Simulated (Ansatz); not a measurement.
# B3LYP/6-31G(d) (spherical functions) run of Si2NH6Cl (SMILES N[SiH]([SiH3])Cl)

What is the energy change on altering one bond length of Si2NH6Cl at B3LYP/6-31G* (spherical functions)? 

The results are computed with Ansatz 0.2.0.

68 further runs of the same task are left out: 2 that didn't finish, 66 set aside as unsound or not needed.

## (1) The system as given

Si2NH6Cl has 10 atoms, charge 0, and is taken as a singlet. As SMILES, `N[SiH]([SiH3])Cl`. Geometry: relaxed at PBE0-D4/def2-TZVP. This is one conformer, not always the lowest.

Bond lengths: N1–Si2 1.706 Å, Si2–Si3 2.336 Å, Si2–Cl4 2.083 Å, N1–H5 1.008 Å, N1–H6 1.008 Å, Si2–H7 1.482 Å, Si3–H8 1.486 Å, Si3–H9 1.489 Å, Si3–H10 1.488 Å. Some angles: N1–Si2–Si3 109.4°, N1–Si2–Cl4 114.5°, Si3–Si2–Cl4 106.1°, N1–Si2–H7 107.1°, Si3–Si2–H7 114.7°, Cl4–Si2–H7 105.1°, Si2–N1–H5 120.5°, Si2–N1–H6 120.3°, Si2–Si3–H8 110.2°, Si2–Si3–H9 108.8°.

## (2) The energy at B3LYP/6-31G(d) (spherical functions)

File molecule.yaml:

```yaml
crystal:
  periodic: [false, false, false]
  atoms:
    - {symbol: N, position_ang: [-0.500400, 1.640400, -0.476600]}
    - {symbol: Si, position_ang: [-0.088700, 0.024400, -0.834700]}
    - {symbol: Si, position_ang: [0.678000, -1.030800, 1.103600]}
    - {symbol: Cl, position_ang: [-1.669600, -1.135800, -1.538400]}
    - {symbol: H, position_ang: [-1.066800, 1.857300, 0.327900]}
    - {symbol: H, position_ang: [-0.657600, 2.302300, -1.220500]}
    - {symbol: H, position_ang: [0.889100, 0.060000, -1.948200]}
    - {symbol: H, position_ang: [0.872200, -2.482600, 0.855100]}
    - {symbol: H, position_ang: [-0.336100, -0.853800, 2.179500]}
    - {symbol: H, position_ang: [1.962900, -0.432600, 1.555400]}
basis:
  gaussian:
    orbitals: 6-31G_st_-spherical.json
total_charge: 0
hamiltonian:
  xc: {name: B3LYP}
accuracy: high
output: {orbitals: {seedname: orbitals}}
```

The basis set 6-31G* is read from a file made from the Basis Set Exchange's data (not shown).

Started as:

```sh
$ ansatz run molecule.yaml --threads 1 --pin off --max-ram 3480MiB --events-out events.jsonl --progress --plain --runs-dir runs
```

The program printed:

```text
Warning: RAYON_NUM_THREADS=1 ignored (pool sized by the plan → 1); use --threads N
Functional definition: B3LYP
  name "B3LYP"
  parameter a0 = 0.2
  parameter ax = 0.72
  parameter ac = 0.81
  exchange = (1 - a0 - ax)*slater_x + ax*b88_x + a0*exact_x
  correlation = (1 - ac)*vwn_rpa_c + ac*lyp_c
1819 factors; integrals over basis functions are off by at most 3.5e-9 eV
mean field evaluation 1: about -29861.5914 eV, gradient 5.3e1 eV
mean field evaluation 2: about -29851.5145 eV, gradient 8.2e1 eV
mean field evaluation 4: about -29867.2435 eV, gradient 2.8e0 eV
mean field evaluation 8: about -29867.4579 eV, gradient 1.8e-1 eV
mean field evaluation 16: about -29867.4580 eV, gradient 1.9e-5 eV
mean field -29867.45804651 eV, -1097.6088383192 hartree, gradient 4.2e-8 eV, S^2 0.000000; 0 other end points of the search recorded, 0 dependent functions left out
reference -29867.45809215 eV, -1097.6088399964 hartree; 29, 29 occupied and 51, 51 virtual orbitals, 1819 factors
Total energy: -29867.45809215 eV, -1097.6088399964 hartree
```

Wall time 10 s (1 thread of Arm Neoverse V1, shared host); peak memory 0.28 GiB.

## (3) The distorted shape

File run.yaml:

```yaml
crystal:
  periodic: [false, false, false]
  atoms:
    - {symbol: N, position_ang: [-0.597501, 2.366308, -0.352349]}
    - {symbol: Si, position_ang: [-0.185801, 0.750308, -0.710449]}
    - {symbol: Si, position_ang: [0.580899, -0.304892, 1.227851]}
    - {symbol: Cl, position_ang: [-1.766701, -0.409892, -1.414149]}
    - {symbol: H, position_ang: [-1.163901, 2.583208, 0.452151]}
    - {symbol: H, position_ang: [-0.754701, 3.028208, -1.096249]}
    - {symbol: H, position_ang: [0.791999, 0.785908, -1.823949]}
    - {symbol: H, position_ang: [0.872200, -2.482600, 0.855100]}
    - {symbol: H, position_ang: [-0.433201, -0.127892, 2.303751]}
    - {symbol: H, position_ang: [1.865799, 0.293308, 1.679651]}
basis:
  gaussian:
    orbitals: 6-31G_st_-spherical.json
accuracy: high
output: {orbitals: {seedname: orbitals}}
magnetization:
  spin_polarized: false
hamiltonian:
  xc: {name: B3LYP}
```

The basis set 6-31G* is read from a file made from the Basis Set Exchange's data (not shown).

Started as:

```sh
$ ansatz run run.yaml --threads 1 --pin off --max-ram 3480MiB --events-out events.jsonl --progress --plain --runs-dir runs
```

The program printed:

```text
Warning: RAYON_NUM_THREADS=1 ignored (pool sized by the plan → 1); use --threads N
Functional definition: B3LYP
  name "B3LYP"
  parameter a0 = 0.2
  parameter ax = 0.72
  parameter ac = 0.81
  exchange = (1 - a0 - ax)*slater_x + ax*b88_x + a0*exact_x
  correlation = (1 - ac)*vwn_rpa_c + ac*lyp_c
1819 factors; integrals over basis functions are off by at most 4.1e-9 eV
mean field evaluation 1: about -29859.6932 eV, gradient 5.3e1 eV
mean field evaluation 2: about -29846.1706 eV, gradient 8.8e1 eV
mean field evaluation 4: about -29865.2907 eV, gradient 3.6e0 eV
mean field evaluation 8: about -29865.5069 eV, gradient 2.7e-1 eV
mean field evaluation 16: about -29865.5072 eV, gradient 2.8e-5 eV
mean field -29865.50718151 eV, -1097.5371453526 hartree, gradient 4.5e-8 eV, S^2 0.000000; 0 other end points of the search recorded, 0 dependent functions left out
reference -29865.50722726 eV, -1097.5371470338 hartree; 29, 29 occupied and 51, 51 virtual orbitals, 1819 factors
Total energy: -29865.50722726 eV, -1097.5371470338 hartree
```

It took 11 s on 1 thread of Arm Neoverse V1, shared host; peak memory 0.29 GiB.

## (4) Results

At B3LYP/6-31G* (spherical functions):

```
                                                          quantity           value
                                         first shape: total energy  -1097.60884 Eh
                                          first shape: HOMO energy        -7.49 eV
                                          first shape: LUMO energy         0.03 eV
                                        first shape: HOMO–LUMO gap         7.52 eV
                                     distorted shape: total energy  -1097.53715 Eh
                                      distorted shape: HOMO energy        -7.49 eV
                                      distorted shape: LUMO energy        -1.74 eV
                                    distorted shape: HOMO–LUMO gap         5.75 eV
energy change with the Si3–H8 bond stretched from 1.486 to 2.228 Å        1.951 eV
```

**Reading.** With the Si3–H8 bond stretched from 1.486 to 2.228 Å the energy rises by 1.95 eV (45 kcal/mol). The first shape isn't relaxed at this level, so the change isn't measured from a minimum.
